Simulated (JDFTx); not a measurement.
Slab: MoS2, a slab with vacuum.

```
Mo S
1.0
     3.18413    0.00000    0.00000
    -1.59206    2.75753    0.00000
     0.00000    0.00000   17.33460
Mo S
1 2
Direct
  0.00000 0.00000 0.00000
  0.33333 0.66667 0.91051
  0.33333 0.66667 0.08949
```

- Program: JDFTx 1.7.0 (patched build)
- Task: single point
- Functional: PBEsol
- Potentials or basis: PseudoDojo-SR-PBEsol-0.4.1-standard with smoothed tails
- Cutoff: 1088 eV
- Density cutoff: 8708 eV
- k mesh: 10 × 10 × 2
- Occupations: fermi-dirac, width 0.05 eV
- Spin: no spin polarisation

On this cell: largest force 0.140 eV/Å; band gap on the k mesh 1.73 eV, indirect (least direct gap 1.93 eV).

The same run follows on a disturbed copy (atoms moved at random, drawn with an rms of 0.05 Å):

```
Mo S
1.0
     3.18413    0.00000    0.00000
    -1.59206    2.75753    0.00000
     0.00000    0.00000   17.33460
Mo S
1 2
Direct
  0.00290 0.98616 0.99953
  0.33139 0.66107 0.91056
  0.32174 0.65518 0.08953
```

Question: What does the disturbed cell give?

Answer: The energy moves by +6.8 meV/atom; largest force 0.879 eV/Å; band gap on the k mesh 1.72 eV, indirect (least direct gap 1.91 eV).

Forces in eV/Å, atoms in the order of the input:
```
Mo  -0.786  0.302  0.253
S    0.305 -0.221 -0.015
S    0.481 -0.081 -0.243
```

Stress tensor (GPa, compression positive):
```
-1.33 -0.25  0.29
-0.25 -1.53  0.23
 0.29  0.23 -0.38
```

Caveats: the empty levels aren't tightly converged.

A k mesh can miss the band edges.
